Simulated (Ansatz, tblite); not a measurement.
**Closo-2-SB6 (no H on S) (B6H6S): one state, many levels**

How do method and basis change the picture of closo-2-SB6 (no H on S) (B6H6S) (singlet)?

The runs use Ansatz 0.2.0, Gaussian basis; as each input shows.

Plan: GFN1-xTB, GFN2-xTB, PBE-D4/def2-TZVP, r2SCAN-D4/def2-TZVP, r2SCANh-D4/def2-TZVP, HF/def2-TZVP, ωB97X-V/def2-TZVP, PBE-D4/def2-SVP, PBE0-D4/def2-SVP, HF/STO-3G, CCSD(T)/def2-SVP, MP2/def2-TZVP.

2 further runs of the same task are left out: 2 set aside as unsound or not needed. Runs told in other sessions of the task aren't counted.

**1. The relaxed structure**

The geometry is that of the singlet, from an earlier relaxation (PBE0-D4/def2-SVP).

13 atoms, charge 0, spin multiplicity 1.

Bond lengths: B1–B5 1.905 Å, B1–B6 1.640 Å, B1–S7 1.852 Å, B1–H8 1.197 Å, B2–B3 1.770 Å, B2–B6 1.770 Å, B2–S7 2.124 Å, B2–H9 1.198 Å, B3–B4 1.640 Å, B3–B5 1.771 Å, B3–B6 1.669 Å, B3–H10 1.198 Å, B4–B5 1.905 Å, B4–S7 1.852 Å, B4–H11 1.197 Å, B5–B6 1.770 Å and more. Angles: B5–B1–B6 59.4°, B5–B1–S7 68.8°, B5–B1–H8 141.3°, B6–B1–S7 111.7°, B6–B1–H8 132.1°, S7–B1–H8 116.2°, B3–B2–B6 56.2°, B3–B2–S7 95.5° and more.

PBE0-D4/def2-TZVP was run before; its log isn't repeated, and its numbers join the tables.

**2. GFN1-xTB**

Tight binding, by tblite at 300 K electronic temperature and without a spin-polarisation term:

```python
tblite.interface.Calculator('GFN1-xTB', numbers, positions, charge=0, uhf=0).singlepoint()
```

Energy -417.5378 eV, HOMO -11.02 eV, LUMO -7.33 eV; 0.007 s.

**3. GFN2-xTB**

Tight binding, by tblite at 300 K electronic temperature and without a spin-polarisation term:

```python
tblite.interface.Calculator('GFN2-xTB', numbers, positions, charge=0, uhf=0).singlepoint()
```

Energy -372.5888 eV, HOMO -9.40 eV, LUMO -6.38 eV; 0.006 s.

**4. PBE-D4/def2-TZVP**

start.molden holds the orbitals of an earlier run on this state, given as this run's starting guess.

The input, in.yaml:

```yaml
crystal:
  periodic: [false, false, false]
  atoms:
    - {symbol: B, position_ang: [-0.877754, -1.193627, 0.270315]}
    - {symbol: B, position_ang: [-0.821658, 0.407308, -0.761311]}
    - {symbol: B, position_ang: [0.929694, 0.617977, -0.609520]}
    - {symbol: B, position_ang: [0.107940, 1.383515, 0.585272]}
    - {symbol: B, position_ang: [0.755435, -0.390998, 0.834887]}
    - {symbol: B, position_ang: [0.337428, -0.930502, -0.798769]}
    - {symbol: S, position_ang: [-1.193821, 0.294462, 1.326808]}
    - {symbol: H, position_ang: [-1.570750, -2.146980, 0.478240]}
    - {symbol: H, position_ang: [-1.738995, 0.836421, -1.401622]}
    - {symbol: H, position_ang: [1.807194, 1.191100, -1.189912]}
    - {symbol: H, position_ang: [0.200836, 2.484882, 1.044315]}
    - {symbol: H, position_ang: [1.401428, -0.753169, 1.776785]}
    - {symbol: H, position_ang: [0.663023, -1.800378, -1.555497]}
basis:
  gaussian: {orbitals: def2-TZVP, initial_orbitals: start.molden}
hamiltonian: {xc: pbe, dispersion: d4}
scf: {omitted_lower_state_checks: [starts]}
output: {forces: true, orbitals: {seedname: orbitals}}
```

On the command line:

```sh
ansatz run in.yaml --threads 4 --pin off --events-out ev --progress --plain --max-ram 4787MiB
```

The program printed, shortened:

```text
Functional definition: PBE
  name "PBE"
  cite "Perdew, Burke & Ernzerhof, Phys. Rev. Lett. 77, 3865 (1996) doi:10.1103/PhysRevLett.77.3865"
  parent pbe
[...]
1539 factors; their error is unknown
[...]
mean field -14982.37269177 eV, -550.5920410057 hartree, gradient 1.8e-5 eV, S^2 0.000000; 0 other end points of the search recorded, 0 dependent functions left out
[...]
reference -14982.37274650 eV, -550.5920430171 hartree; 26, 26 occupied and 233, 233 virtual orbitals, 1539 factors
Total energy: -14982.80522744 eV, -550.6079363981 hartree
Atom 0 at    -0.877754    -1.193627     0.270315 Å, force    -0.073070    -0.226611    -0.041294 eV/Å
Atom 1 at    -0.821658     0.407308    -0.761311 Å, force    -0.133106     0.064401    -0.110107 eV/Å
Atom 2 at     0.929694     0.617977    -0.609520 Å, force     0.094769     0.069166    -0.058978 eV/Å
Atom 3 at     0.107940     1.383515     0.585272 Å, force     0.098022     0.220259     0.013317 eV/Å
Atom 4 at     0.755435    -0.390998     0.834887 Å, force     0.110167    -0.058424     0.135796 eV/Å
Atom 5 at     0.337428    -0.930502    -0.798769 Å, force     0.030185    -0.100115    -0.079829 eV/Å
Atom 6 at    -1.193821     0.294462     1.326808 Å, force    -0.123192     0.030418     0.136982 eV/Å
Atom 7 at    -1.570750    -2.146980     0.478240 Å, force     0.099421     0.127118    -0.034665 eV/Å
Atom 8 at    -1.738995     0.836421    -1.401622 Å, force     0.147132    -0.066037     0.079887 eV/Å
Atom 9 at     1.807194     1.191100    -1.189912 Å, force    -0.121058    -0.085452     0.076915 eV/Å
Atom 10 at     0.200836     2.484882     1.044315 Å, force    -0.006591    -0.150024    -0.068535 eV/Å
Atom 11 at     1.401428    -0.753169     1.776785 Å, force    -0.082188     0.049988    -0.152140 eV/Å
Atom 12 at     0.663023    -1.800378    -1.555497 Å, force    -0.040493     0.125313     0.102652 eV/Å
Dipole moment:    -0.288094     0.071060     0.320182 e Å
Checks for a lower state left out: starts
```

It took 3.9 s on 4 threads of Arm Neoverse V1, shared host.

From the report: HOMO -7.09 eV, LUMO -3.18 eV.

**5. r2SCAN-D4/def2-TZVP**

Changes to in.yaml since step 4:

```diff
@@ -18,4 +18,4 @@
   gaussian: {orbitals: def2-TZVP, initial_orbitals: start.molden}
-hamiltonian: {xc: pbe, dispersion: d4}
+hamiltonian: {xc: r2scan, dispersion: d4}
 scf: {omitted_lower_state_checks: [starts]}
-output: {forces: true, orbitals: {seedname: orbitals}}
+output: {orbitals: {seedname: orbitals}}
```

The command is unchanged.

The program printed:

```text
Functional definition: r2SCAN
  name "r2SCAN"
  cite "Furness, Kaplan, Ning, Perdew & Sun, J. Phys. Chem. Lett. 11, 8208 (2020) doi:10.1021/acs.jpclett.0c02405"
  cite "Furness, Kaplan, Ning, Perdew & Sun, J. Phys. Chem. Lett. 11, 9248 (2020) doi:10.1021/acs.jpclett.0c03077"
  parent r2scan
  parameter k0 = 0.174
  parameter k1 = 0.065
  parameter a1 = 4.9479
  exchange = r2scan_x(k0 = k0, k1 = k1, a1 = a1)
  correlation = r2scan_c
these checks for a lower state are left out or cut short: starts
1539 factors; their error is unknown
mean field evaluation 1: about -14990.4268 eV, gradient 7.0e0 eV
mean field evaluation 2: about -14990.4714 eV, gradient 5.9e-2 eV
mean field evaluation 4: about -14990.4515 eV, gradient 1.8e-4 eV
mean field -14990.45146433 eV, -550.8889304212 hartree, gradient 2.7e-5 eV, S^2 0.000000; 0 other end points of the search recorded, 0 dependent functions left out
reference -14990.45148184 eV, -550.8889310645 hartree; 26, 26 occupied and 233, 233 virtual orbitals, 1539 factors
Total energy: -14990.54872000 eV, -550.8925045012 hartree
Checks for a lower state left out: starts
```

Wall time 6 s (4 threads of Arm Neoverse V1, shared host).

From the report: HOMO -7.29 eV, LUMO -3.00 eV.

**6. r2SCANh-D4/def2-TZVP**

Changes to in.yaml since step 5:

```diff
@@ -18,3 +18,3 @@
   gaussian: {orbitals: def2-TZVP, initial_orbitals: start.molden}
-hamiltonian: {xc: r2scan, dispersion: d4}
+hamiltonian: {xc: {name: r2SCANh}, dispersion: d4}
 scf: {omitted_lower_state_checks: [starts]}
```

Launched as before.

The program printed, shortened:

```text
Functional definition: r2SCANh
  name "r2SCANh"
  cite "Bursch, Neugebauer, Ehlert & Grimme, J. Chem. Phys. 156, 134105 (2022) doi:10.1063/5.0086040"
  cite "Furness, Kaplan, Ning, Perdew & Sun, J. Phys. Chem. Lett. 11, 8208 (2020) doi:10.1021/acs.jpclett.0c02405"
  cite "Furness, Kaplan, Ning, Perdew & Sun, J. Phys. Chem. Lett. 11, 9248 (2020) doi:10.1021/acs.jpclett.0c03077"
  parent r2scan
[...]
1539 factors; their error is unknown
[...]
mean field -14990.35554173 eV, -550.8854053306 hartree, gradient 9.4e-6 eV, S^2 0.000000; 0 other end points of the search recorded, 0 dependent functions left out
reference -14990.35555781 eV, -550.8854059215 hartree; 26, 26 occupied and 233, 233 virtual orbitals, 1539 factors
Total energy: -14990.46022293 eV, -550.8892522938 hartree
Checks for a lower state left out: starts
```

Run time: 7.5 s. Hardware: 4 threads of Arm Neoverse V1, shared host; peak memory 0.77 GiB.

HOMO -7.70 eV, LUMO -2.67 eV.

**7. HF/def2-TZVP**

Changes to in.yaml since step 6:

```diff
@@ -18,3 +18,3 @@
   gaussian: {orbitals: def2-TZVP, initial_orbitals: start.molden}
-hamiltonian: {xc: {name: r2SCANh}, dispersion: d4}
+hamiltonian: {xc: hf}
 scf: {omitted_lower_state_checks: [starts]}
```

Launched as before.

The program printed:

```text
Functional definition: HF
  name "HF"
  cite "Fock, Z. Phys. 61, 126 (1930) doi:10.1007/BF01340294"
  parent pbe
  exchange = exact_x
  correlation = 0
these checks for a lower state are left out or cut short: starts
1936 factors; their error is unknown
mean field evaluation 1: about -14942.7372 eV, gradient 3.0e1 eV
mean field evaluation 2: about -14943.5612 eV, gradient 9.2e-1 eV
mean field evaluation 4: about -14943.6941 eV, gradient 3.7e-1 eV
mean field -14943.69427063 eV, -549.1706352459 hartree, gradient 1.3e-5 eV, S^2 0.000000; 0 other end points of the search recorded, 0 dependent functions left out
reference -14943.69427063 eV, -549.1706352459 hartree; 26, 26 occupied and 233, 233 virtual orbitals, 1936 factors
Total energy: -14943.69427063 eV, -549.1706352459 hartree
Checks for a lower state left out: starts
```

Run time: 2.5 s. Hardware: 4 threads of Arm Neoverse V1, shared host; peak memory 0.75 GiB.

From the report: HOMO -10.63 eV, LUMO 1.35 eV.

**8. ωB97X-V/def2-TZVP**

Changes to in.yaml since step 7:

```diff
@@ -18,3 +18,3 @@
   gaussian: {orbitals: def2-TZVP, initial_orbitals: start.molden}
-hamiltonian: {xc: hf}
+hamiltonian: {xc: {name: wB97X-V}}
 scf: {omitted_lower_state_checks: [starts]}
```

Same command.

The program printed, shortened:

```text
Functional definition: wB97X-V
  name "wB97X-V"
  cite "Mardirossian & Head-Gordon, Phys. Chem. Chem. Phys. 16, 9904 (2014) doi:10.1039/C3CP54374A"
  cite "Becke, J. Chem. Phys. 107, 8554 (1997) doi:10.1063/1.475007"
  cite "Vydrov & Van Voorhis, J. Chem. Phys. 133, 244103 (2010) doi:10.1063/1.3521275"
[...]
      + integral(e_c_pw_opposite_spin*poly(b97_u_opposite, cos0, cos1)) + vv10(b, c)
[...]
1549 factors; their error is unknown
442 factors; integrals over basis functions are off by at most 7.8e-6 eV
[...]
mean field -14991.36607403 eV, -550.9225417076 hartree, gradient 1.0e-5 eV, S^2 0.000000; 0 other end points of the search recorded, 0 dependent functions left out
reference -14991.36607127 eV, -550.9225416061 hartree; 26, 26 occupied and 233, 233 virtual orbitals, 1549 factors
Total energy: -14991.36607127 eV, -550.9225416061 hartree
Checks for a lower state left out: starts
```

Wall time 11 s (4 threads of Arm Neoverse V1, shared host); peak memory 0.95 GiB.

From the report: HOMO -10.44 eV, LUMO -0.13 eV.

**9. PBE-D4/def2-SVP**

Changes to in.yaml since step 8:

```diff
@@ -17,4 +17,4 @@
 basis:
-  gaussian: {orbitals: def2-TZVP, initial_orbitals: start.molden}
-hamiltonian: {xc: {name: wB97X-V}}
+  gaussian: {orbitals: def2-SVP, initial_orbitals: start.molden}
+hamiltonian: {xc: pbe, dispersion: d4}
 scf: {omitted_lower_state_checks: [starts]}
```

The command is unchanged.

The program printed:

```text
Functional definition: PBE
  name "PBE"
  cite "Perdew, Burke & Ernzerhof, Phys. Rev. Lett. 77, 3865 (1996) doi:10.1103/PhysRevLett.77.3865"
  parent pbe
  parameter kappa = 0.804
  parameter beta = 0.06672455060314922
  exchange = pbe_x(kappa = kappa, mu = beta*pi^2/3)
  correlation = pbe_c(beta = beta)
these checks for a lower state are left out or cut short: starts
1477 factors; their error is unknown
mean field evaluation 1: about -14974.2821 eV, gradient 7.3e0 eV
mean field evaluation 2: about -14974.4183 eV, gradient 1.2e-1 eV
mean field evaluation 4: about -14974.3529 eV, gradient 2.2e-4 eV
mean field -14974.35286733 eV, -550.2973178935 hartree, gradient 2.6e-5 eV, S^2 0.000000; 0 other end points of the search recorded, 0 dependent functions left out
reference -14974.35290665 eV, -550.2973193385 hartree; 26, 26 occupied and 106, 106 virtual orbitals, 1477 factors
Total energy: -14974.78538758 eV, -550.3132127196 hartree
Checks for a lower state left out: starts
```

Run time: 1.4 s. Hardware: 4 threads of Arm Neoverse V1, shared host.

Report: HOMO -7.07 eV, LUMO -3.04 eV.

**10. PBE0-D4/def2-SVP**

Changes to in.yaml since step 9:

```diff
@@ -18,3 +18,3 @@
   gaussian: {orbitals: def2-SVP, initial_orbitals: start.molden}
-hamiltonian: {xc: pbe, dispersion: d4}
+hamiltonian: {xc: pbe0, dispersion: d4}
 scf: {omitted_lower_state_checks: [starts]}
```

The command is unchanged.

The program printed:

```text
Functional definition: PBE0
  name "PBE0"
  cite "Adamo & Barone, J. Chem. Phys. 110, 6158 (1999) doi:10.1063/1.478522"
  cite "Perdew, Burke & Ernzerhof, Phys. Rev. Lett. 77, 3865 (1996) doi:10.1103/PhysRevLett.77.3865"
  parent pbe
  parameter a = 0.25
  parameter kappa = 0.804
  parameter beta = 0.06672455060314922
  exchange = (1 - a)*pbe_x(kappa = kappa, mu = beta*pi^2/3) + a*exact_x
  correlation = pbe_c(beta = beta)
these checks for a lower state are left out or cut short: starts
1480 factors; their error is unknown
mean field evaluation 1: about -14976.4201 eV, gradient 5.5e0 eV
mean field evaluation 2: about -14976.5096 eV, gradient 7.7e-2 eV
mean field evaluation 4: about -14976.5394 eV, gradient 1.3e-4 eV
mean field -14976.53936287 eV, -550.3776701226 hartree, gradient 1.4e-5 eV, S^2 0.000000; 0 other end points of the search recorded, 0 dependent functions left out
reference -14976.53939226 eV, -550.3776712026 hartree; 26, 26 occupied and 106, 106 virtual orbitals, 1480 factors
Total energy: -14976.90148526 eV, -550.3909778750 hartree
Checks for a lower state left out: starts
```

Run time: 1.8 s. Hardware: 4 threads of Arm Neoverse V1, shared host.

Report: HOMO -8.23 eV, LUMO -2.16 eV.

**11. HF/STO-3G**

Changes to in.yaml since step 10:

```diff
@@ -17,4 +17,4 @@
 basis:
-  gaussian: {orbitals: def2-SVP, initial_orbitals: start.molden}
-hamiltonian: {xc: pbe0, dispersion: d4}
+  gaussian: {orbitals: STO-3G}
+hamiltonian: {xc: hf}
 scf: {omitted_lower_state_checks: [starts]}
```

Launched as before.

The program printed:

```text
Functional definition: HF
  name "HF"
  cite "Fock, Z. Phys. 61, 126 (1930) doi:10.1007/BF01340294"
  parent pbe
  exchange = exact_x
  correlation = 0
these checks for a lower state are left out or cut short: starts
594 factors; integrals over basis functions are off by at most 9.8e-5 eV
mean field evaluation 1: about -14770.3391 eV, gradient 2.7e1 eV
mean field evaluation 2: about -14770.4940 eV, gradient 2.7e1 eV
mean field evaluation 4: about -14773.7116 eV, gradient 2.1e0 eV
mean field evaluation 8: about -14773.7289 eV, gradient 2.2e-2 eV
mean field -14773.72887900 eV, -542.9245223101 hartree, gradient 3.4e-5 eV, S^2 0.000000; 0 other end points of the search recorded, 0 dependent functions left out
reference -14773.72887900 eV, -542.9245223101 hartree; 26, 26 occupied and 19, 19 virtual orbitals, 594 factors
Total energy: -14773.72887900 eV, -542.9245223101 hartree
Checks for a lower state left out: starts
```

Wall time 0.2 s (4 threads of Arm Neoverse V1, shared host).

HOMO -9.16 eV, LUMO 4.48 eV.

**12. CCSD(T)/def2-SVP**

Changes to in.yaml since step 11:

```diff
@@ -17,4 +17,4 @@
 basis:
-  gaussian: {orbitals: STO-3G}
-hamiltonian: {xc: hf}
+  gaussian: {orbitals: def2-SVP, initial_orbitals: start.molden}
+correlation: {method: ccsd_t}
 scf: {omitted_lower_state_checks: [starts]}
```

The command is unchanged.

The program printed, shortened:

```text
Functional definition: HF
  name "HF"
  cite "Fock, Z. Phys. 61, 126 (1930) doi:10.1007/BF01340294"
  parent pbe
[...]
1330 factors; integrals over basis functions are off by at most 9.5e-4 eV
[...]
mean field -14935.73374706 eV, -548.8780914003 hartree, gradient 1.1e-6 eV, S^2 0.000000; 0 other end points of the search recorded, 0 dependent functions left out
11 core orbitals not correlated: weight in the atoms' cores, before any rotation towards them, 1.000 or more for the frozen orbitals, at most 0.000 for the correlated occupied ones
reference -14935.73374706 eV, -548.8780914003 hartree; 15, 15 occupied and 106, 106 virtual orbitals, 1330 factors
second order -19.29387580 eV of doubles, -0.00000000 eV of singles
cycle   1  -19.75127290 eV  change   -4.6e-1 eV  update   1.2e-1
[...]
cycle   9  -20.46746490 eV  change   -3.2e-6 eV  update   1.7e-5
perturbative correction -1.03296284 eV, -0.0379606841 hartree
Total energy: -14957.23417479 eV, -549.6682175461 hartree
Checks for a lower state left out: starts
```

Run time: 12 s. Hardware: 4 threads of Arm Neoverse V1, shared host; peak memory 0.86 GiB.

Report: Hartree-Fock HOMO -10.76 eV, LUMO 1.54 eV; T1 0.012.

**13. MP2/def2-TZVP**

Changes to in.yaml since step 12:

```diff
@@ -17,4 +17,4 @@
 basis:
-  gaussian: {orbitals: def2-SVP, initial_orbitals: start.molden}
-correlation: {method: ccsd_t}
+  gaussian: {orbitals: def2-TZVP, initial_orbitals: start.molden}
+correlation: {method: mp2}
 scf: {omitted_lower_state_checks: [starts]}
```

Same command.

The program printed:

```text
Functional definition: HF
  name "HF"
  cite "Fock, Z. Phys. 61, 126 (1930) doi:10.1007/BF01340294"
  parent pbe
  exchange = exact_x
  correlation = 0
these checks for a lower state are left out or cut short: starts
1673 factors; integrals over basis functions are off by at most 9.6e-4 eV
mean field evaluation 1: about -14942.4571 eV, gradient 2.9e1 eV
mean field evaluation 2: about -14943.2615 eV, gradient 9.1e-1 eV
mean field evaluation 4: about -14943.6943 eV, gradient 9.4e-3 eV
mean field evaluation 8: about -14943.6944 eV, gradient 1.7e-6 eV
mean field -14943.69440031 eV, -549.1706400116 hartree, gradient 4.3e-6 eV, S^2 0.000000; 0 other end points of the search recorded, 0 dependent functions left out
11 core orbitals not correlated: weight in the atoms' cores, before any rotation towards them, 1.000 or more for the frozen orbitals, at most 0.000 for the correlated occupied ones
reference -14943.69440031 eV, -549.1706400116 hartree; 15, 15 occupied and 233, 233 virtual orbitals, 1673 factors
second order -22.81048472 eV of doubles, -0.00000000 eV of singles
Total energy: -14966.50488503 eV, -550.0089098634 hartree
Checks for a lower state left out: starts
```

Run time: 4.2 s. Hardware: 4 threads of Arm Neoverse V1, shared host; peak memory 0.79 GiB.

From the report: Hartree-Fock HOMO -10.63 eV, LUMO 1.35 eV.

**14. Levels side by side**

```
               level  functions  HOMO (eV)  LUMO (eV)  gap (eV)   time
           HF/STO-3G         45      -9.16       4.48     13.64  0.2 s
        HF/def2-TZVP        259     -10.63       1.35     11.97  2.5 s
     PBE-D4/def2-SVP        132      -7.07      -3.04      4.02  1.4 s
    PBE-D4/def2-TZVP        259      -7.09      -3.18      3.91  3.9 s
 r2SCAN-D4/def2-TZVP        259      -7.29      -3.00      4.29    6 s
r2SCANh-D4/def2-TZVP        259      -7.70      -2.67      5.03  7.5 s
    PBE0-D4/def2-SVP        132      -8.23      -2.16      6.07  1.8 s
   PBE0-D4/def2-TZVP        259      -8.20      -2.27      5.93    5 s
   ωB97X-V/def2-TZVP        259     -10.44      -0.13     10.30   11 s
```

The pieces so far (eV):

```
    basis           HF  MP2 correlation  CCSD correlation      (T)              total
 def2-SVP  -14935.7337         -19.2939          -20.4675  -1.0330        -14957.2342
def2-TZVP  -14943.6944         -22.8105                             -14966.5049 (MP2)
```

**15. Binding energy**

Free atoms were run apart at each level; binding is atoms less cluster, divided by the number of atoms, without zero-point or spin-orbit terms.

Differences are taken before rounding.

```
              method  binding an atom (eV)  from CCSD(T)/def2-SVP (eV)   time
           HF/STO-3G                 4.398                      +0.515  0.2 s
         HF/def2-SVP                 3.166                      -0.716       
        HF/def2-TZVP                 3.089                      -0.793  2.5 s
     PBE-D4/def2-SVP                 4.253                      +0.370  1.4 s
    PBE-D4/def2-TZVP                 4.210                      +0.328  3.9 s
 r2SCAN-D4/def2-TZVP                 4.163                      +0.280    6 s
r2SCANh-D4/def2-TZVP                 4.146                      +0.263  7.5 s
    PBE0-D4/def2-SVP                 4.219                      +0.336  1.8 s
   PBE0-D4/def2-TZVP                 4.168                      +0.286    5 s
   ωB97X-V/def2-TZVP                 4.079                      +0.196   11 s
        MP2/def2-SVP                 4.028                      +0.146       
       MP2/def2-TZVP                 4.059                      +0.176  4.2 s
       CCSD/def2-SVP                 3.816                      -0.066       
    CCSD(T)/def2-SVP                 3.883                           0   12 s
```

Among the levels timed on like hardware and quicker than the yardstick, those that no quicker one beats, quickest first: HF/STO-3G (0.2 s, +0.515 eV); PBE-D4/def2-SVP (1.4 s, +0.370 eV); PBE0-D4/def2-SVP (1.8 s, +0.336 eV); PBE-D4/def2-TZVP (3.9 s, +0.328 eV); MP2/def2-TZVP (4.2 s, +0.176 eV).

**16. Results**

| quantity | value |
| --- | --- |
| gap in def2-TZVP, named functionals and Hartree-Fock, smallest and largest | 3.91 eV (PBE-D4), 11.97 eV (HF) |
| correlation energy, CCSD(T)/def2-SVP | -21.50 eV |
| correlation energy, MP2/def2-TZVP | -22.81 eV |
| binding an atom, CCSD(T)/def2-SVP | 3.883 eV |
| PBE0 total energy, smallest basis above largest | 7.89 eV (def2-SVP, def2-TZVP) |

In words: Over the named functionals and Hartree-Fock in def2-TZVP the gap runs from 3.91 eV (PBE-D4) to 11.97 eV (HF); exact exchange widens it. A small miss in a minimal or small basis is a cancelling of errors, not accuracy. The functionals in def2-TZVP miss CCSD(T)/def2-SVP by +0.196 (ωB97X-V) to +0.328 eV (PBE-D4) an atom. The yardstick is in a double-zeta basis, so levels in larger sets aren't compared like for like. CCSD(T)/def2-SVP isn't at the basis-set limit; small misses against it rank nothing.

For cost: MP2/def2-TZVP gets within 0.176 eV in 4.2 s, where CCSD(T)/def2-SVP took 12 s; the quickest level in the cost chart, HF/STO-3G, takes 0.2 s and misses by 0.515 eV. The slowest run with a step of its own, CCSD(T)/def2-SVP, took 12 s; the quickest functional in def2-TZVP took 3.9 s (shared host).
